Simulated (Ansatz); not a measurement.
# Diphenyliodonium (C₁₂H₁₀I+): one species, many methods

An exercise on one series of results from a longer session: the logs are not shown, and one member is left open.

Computed with Ansatz 0.2.0, Gaussian basis. Level: functionals in def2-TZVPP, the program's frozen cores in correlated methods.

The runs, in order: LDA (SPW92), PBE-D4, revPBE-D4, BLYP-D4, r2SCAN-D4, B97M-V, PBE0-D4, B3LYP-D4, r2SCANh-D4, r2SCAN0-D4, HSE06-D4, BHLYP-D4, CAM-B3LYP-D4, LC-ωPBE, ωB97X-V, ωB97M-V, B2PLYP, PBE-QIDH; CCSD(T)/def2-SVP; CCSD(T)/def2-TZVPP; MP2/def2-QZVPP; extrapolation to the limit; RPA on PBE.

**The relaxed structure**

The geometry comes from an earlier relaxation with PBE0-D4 in a triple-zeta def2 set; it is a stationary point, not always the lowest conformer. I takes the def2 core potential; no spin-orbit term is included.

SMILES `c1ccc([I+]c2ccccc2)cc1`, 23 atoms, charge 1, spin multiplicity 1.

Atoms are counted from 1 here; the program's logs count them from 0.

Bond lengths: C1–C2 1.388 Å, C1–C13 1.388 Å, C1–H14 1.083 Å, C2–C3 1.387 Å, C2–H15 1.083 Å, C3–C4 1.384 Å, C3–H16 1.082 Å, C4–I5 2.097 Å, C4–C12 1.384 Å, I5–C6 2.097 Å, C6–C7 1.384 Å, C6–C11 1.384 Å, C7–C8 1.387 Å, C7–H17 1.082 Å, C8–C9 1.388 Å, C8–H18 1.083 Å, C9–C10 1.388 Å, C9–H19 1.083 Å and more. Angles: C2–C1–C13 120.7°, C2–C1–H14 119.6°, C13–C1–H14 119.7°, C1–C2–C3 120.3°, C1–C2–H15 120.4°, C3–C2–H15 119.4°, C2–C3–C4 117.5°, C2–C3–H16 120.7°, C4–C3–H16 121.8°, C3–C4–I5 118.1°, C3–C4–C12 123.8°, I5–C4–C12 118.1°, C4–I5–C6 100.3°, I5–C6–C7 118.1°, I5–C6–C11 118.1°, C7–C6–C11 123.8°, C6–C7–C8 117.5°, C6–C7–H17 121.8° and more.

The first run:

The input, in.yaml:

```yaml
crystal:
  periodic: [false, false, false]
  atoms:
    - {symbol: C, position_ang: [-2.959343, 1.640310, 1.718235]}
    - {symbol: C, position_ang: [-2.250101, 0.706323, 2.460207]}
    - {symbol: C, position_ang: [-1.624487, -0.358391, 1.829200]}
    - {symbol: C, position_ang: [-1.735769, -0.439438, 0.451780]}
    - {symbol: I, position_ang: [-0.790611, -2.037032, -0.523215]}
    - {symbol: C, position_ang: [1.099482, -1.199455, -0.873081]}
    - {symbol: C, position_ang: [2.076752, -1.370863, 0.092236]}
    - {symbol: C, position_ang: [3.320774, -0.807695, -0.149744]}
    - {symbol: C, position_ang: [3.554742, -0.106484, -1.324182]}
    - {symbol: C, position_ang: [2.553087, 0.040314, -2.273312]}
    - {symbol: C, position_ang: [1.299396, -0.512162, -2.057932]}
    - {symbol: C, position_ang: [-2.439416, 0.470084, -0.318893]}
    - {symbol: C, position_ang: [-3.055804, 1.524095, 0.338836]}
    - {symbol: H, position_ang: [-3.446885, 2.466228, 2.221838]}
    - {symbol: H, position_ang: [-2.182762, 0.799106, 3.537388]}
    - {symbol: H, position_ang: [-1.075079, -1.094434, 2.402008]}
    - {symbol: H, position_ang: [1.888753, -1.924431, 1.003246]}
    - {symbol: H, position_ang: [4.108079, -0.923682, 0.585203]}
    - {symbol: H, position_ang: [4.531106, 0.326859, -1.504113]}
    - {symbol: H, position_ang: [2.743133, 0.584065, -3.190749]}
    - {symbol: H, position_ang: [0.514890, -0.406449, -2.796216]}
    - {symbol: H, position_ang: [-2.514564, 0.370047, -1.394093]}
    - {symbol: H, position_ang: [-3.615393, 2.253075, -0.234665]}
basis:
  gaussian: {orbitals: def2-TZVPP}
total_charge: 1
hamiltonian: {xc: lda}
output: {orbitals: {seedname: orbitals}}
```

Steps of the session up to this table: LDA; PBE-D4 (GGA); revPBE-D4 (GGA); BLYP-D4 (GGA); r2SCAN-D4 (meta-GGA); B97M-V (meta-GGA); PBE0-D4 (hybrid); B3LYP-D4 (hybrid); r2SCANh-D4 (hybrid); r2SCAN0-D4 (hybrid); HSE06-D4 (hybrid); BHLYP-D4 (hybrid); CAM-B3LYP-D4 (range-separated); LC-ωPBE-D4 (range-separated; the results give it without D4); ωB97X-V (range-separated); ωB97M-V (range-separated); B2PLYP (double hybrid); PBE-QIDH (double hybrid).

One table of the session follows, with a row left open; its other results are not shown here.

It belongs to the step «Frontier levels by functional». Levels are read from the orbital files that the runs wrote:

```
  functional  HOMO (eV)  LUMO (eV)  gap (eV)
 LDA (SPW92)     -10.63      -6.81      3.82
      PBE-D4     -10.41      -6.60      3.82
   revPBE-D4     -10.34      -6.51      3.83
     BLYP-D4     -10.20      -6.45      3.75
   r2SCAN-D4     -10.59      -6.45      4.14
      B97M-V     -10.52      -6.36      4.16
     PBE0-D4     -11.39      -5.76      5.63
    B3LYP-D4     -11.15      -5.95      5.20
  r2SCANh-D4     -10.96      -6.14      4.82
  r2SCAN0-D4     -11.52      -5.68      5.84
    HSE06-D4     -10.99      -6.13      4.86
    BHLYP-D4     -12.13      -4.77      7.36
CAM-B3LYP-D4     -12.57      -4.70      7.87
     LC-ωPBE     -13.90      -3.65     10.25
     ωB97X-V     -13.53      -3.71      9.82
     ωB97M-V          ?          ?         ?
```

Q: Estimate the row for ωB97M-V from the others.

**Answer.** HOMO (eV): -13.46; LUMO (eV): -3.81; gap (eV): 9.64. In the column «HOMO (eV)» it lies between ωB97X-V (-13.53) and CAM-B3LYP-D4 (-12.57).
